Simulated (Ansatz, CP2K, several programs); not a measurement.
Energy against volume for Ga₄AsN₃ as one 8-atom ordering (R3m) on the zincblende lattice, at fixed shape and fractional coordinates, computed by several methods (PBE and r2SCAN, where shown, with plane waves in Ansatz); the cell shown is that of r2SCAN. With free coordinates or axes held, a curve is too stiff, and on another method's shape its minimum isn't the method's own volume. It is trigonal, R3m (No. 160); conventional cell a = 3.349 Å, c = 34.037 Å, 13.78 Å³ an atom. N has 4 Ga at 1.93–2.02 Å; N has 4 Ga at 1.95–2.02 Å; N has 4 Ga at 1.97–2.01 Å; As has 4 Ga at 2.31–2.48 Å; Ga has 4 N at 1.95–2.02 Å; Ga has 4 N at 1.97–2.02 Å; Ga has 3 N at 2.01 Å and 1 As at 2.48 Å; Ga has 1 N at 1.93 Å and 3 As at 2.31 Å. The calculation is spin-unpolarised, and the structure need not be a phase that has been made. Energies count from each curve's lowest point; fits are third-order Birch-Murnaghan.

```cif
data_structure
_symmetry_space_group_name_H-M 'R3m:H'
_symmetry_Int_Tables_number 160
_cell_length_a 3.3492
_cell_length_b 3.3492
_cell_length_c 34.0373
_cell_angle_alpha 90.000
_cell_angle_beta 90.000
_cell_angle_gamma 120.000
_cell_volume 330.66
loop_
_atom_site_label
_atom_site_type_symbol
_atom_site_symmetry_multiplicity
_atom_site_Wyckoff_symbol
_atom_site_fract_x
_atom_site_fract_y
_atom_site_fract_z
_atom_site_occupancy
N1 N 3 a 0.00000 0.00000 0.00826 1
N2 N 3 a 0.66667 0.33333 0.08314 1
N3 N 3 a 0.33333 0.66667 0.15827 1
As1 As 3 a 0.00000 0.00000 0.24765 1
Ga1 Ga 3 a 0.66667 0.33333 0.02581 1
Ga2 Ga 3 a 0.33333 0.66667 0.10040 1
Ga3 Ga 3 a 0.00000 0.00000 0.17491 1
Ga4 Ga 3 a 0.66667 0.33333 0.28489 1
```

PBE/SZV (CP2K), on the shape of the cell shown:
```tsv
V (Å³/atom)	E (meV/atom)
12.124	290.49
12.951	145.01
13.777	47.19
14.604	0.00
15.431	4.30
```
The fit gives a pressure derivative B′ of 0.2, outside the usual 2 to 7: a trait of the method or a rough curve, so no modulus is quoted.

**Question.** PBE, on the shape of its own relaxed cell, gives
```csv
V (Å³/atom),E (meV/atom)
13.430,22.03
13.858,5.20
14.287,0.00
14.716,4.68
15.144,17.79
```
What equilibrium volume and bulk modulus follow?

**Answer.** V₀ = 14.29 Å³ an atom and B₀ = 123 GPa.

light PBE (260 eV, its own mesh), on the shape of the cell shown:
```
V (Å³/atom)  E (meV/atom)
     12.675        103.61
     13.226         43.26
     13.777          0.00
     14.329          1.94
     14.880         11.16
     15.431         23.57
```
The points scatter about a smooth fit, as a low cutoff and a light mesh can make them, so no fit is quoted.

**Question.** r2SCAN, on the shape of its own relaxed cell, gives
```tsv
V (Å³/atom)	E (meV/atom)
12.951	24.77
13.364	5.85
13.777	0.00
14.191	5.20
14.604	19.71
```
What equilibrium volume and bulk modulus follow?

**Answer.** V₀ = 13.78 Å³ an atom and B₀ = 142 GPa.
